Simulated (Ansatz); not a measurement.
# HNZr: the cost of one run

Computed with Ansatz 0.2.0, Gaussian basis. Level: def2-QZVPP, core rule «outside noble gas», up to 5 orbitals frozen.

Plan: UHF; ROHF; CCSD(T) on UHF.

### Step 1. The geometry

The geometry is a PBE0/def2-TZVP stationary point (not a proven minimum) of the parent state, kept for this charge and spin. No spin-orbit coupling is included. Elements past krypton take def2 core potentials.

3 atoms, charge 1, spin multiplicity 2.

Atoms are counted from 1 here; the program's logs count them from 0.

Bond lengths: Zr1–N2 1.930 Å, N2–H3 1.019 Å. Angles: Zr1–N2–H3 180.0°.

### Step 2. UHF

in.yaml

```yaml
crystal:
  periodic: [false, false, false]
  atoms:
    - {symbol: Zr, position_ang: [0.000000, 0.000000, 1.626338]}
    - {symbol: N, position_ang: [0.000000, 0.000000, -0.303487]}
    - {symbol: H, position_ang: [0.000000, 0.000000, -1.322851]}
basis:
  gaussian: {orbitals: "def2-QZVPP.json"}
total_charge: 1
magnetization: {spin_polarized: true, initial_magnetization: 1}
hamiltonian: {xc: hf}
output: {orbitals: {seedname: orbitals}}
```

On the command line:

```
$ ansatz run in.yaml --threads 1 --pin off --events-out ev --progress --plain --max-ram 4096MiB --backend cpu
```

What time and memory should one allow on 1 thread of AMD EPYC 7R13, shared host?

About 50 s, with a peak of 0.39 GiB.
